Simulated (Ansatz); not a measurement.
GaB: single point with PBE

The system is GaB.

```
Ga B
1.0
     2.71824    0.00000    0.00000
     0.00000    2.71824    0.00000
     0.00000    0.00000    3.23621
Ga B
1 1
Direct
  0.50000 0.50000 0.50000
  0.00000 0.00000 0.00000
```

The cell was built by a generator and needn't be a form met in nature.

```
Program             : Ansatz 0.2.0
Task                : single point
Functional          : PBE
Potentials or basis : all-electron LAPW, scalar-relativistic
Cutoff              : 229 eV (chosen from the basis error)
Basis error allowed : 0.002 eV/atom
k mesh              : 6 × 6 × 5
Occupations         : fermi-dirac, width 0.03 eV
Spin                : no spin polarisation
```

```
Pressure               : 0.1 GPa
Band gap on the k mesh : none (metal or under the smearing width)
```

Stress tensor (GPa, compression positive):
```
 1.20  0.00  0.00
 0.00  1.20  0.00
 0.00  0.00 -2.16
```

Levels at points of the mesh, in eV from the Fermi level:
```csv
k point,band 10,band 11,band 12,band 13,band 14,band 15,band 16,band 17
"(0.00, 0.00, 0.00)",-15.02,-13.52,-1.84,1.72,2.52,2.52,8.95,9.33
"(0.00, -0.50, 0.00)",-15.05,-8.79,-8.44,1.74,4.91,5.33,5.34,5.39
"(-0.50, -0.50, 0.00)",-14.87,-4.65,-4.65,-3.70,-2.16,3.13,7.49,7.49
```

Wall time 6.3 s on 1 thread of Intel(R) Xeon(R) Processor @ 2.50GHz (Skylake/Cascade Lake) (shared host), peak memory 0.26 GiB.

Caveat: the k mesh is coarse (spacing up to 0.39 Å⁻¹), so the values aren't converged; the k mesh is thin for a metal, which can move the energy by tens of meV per atom.
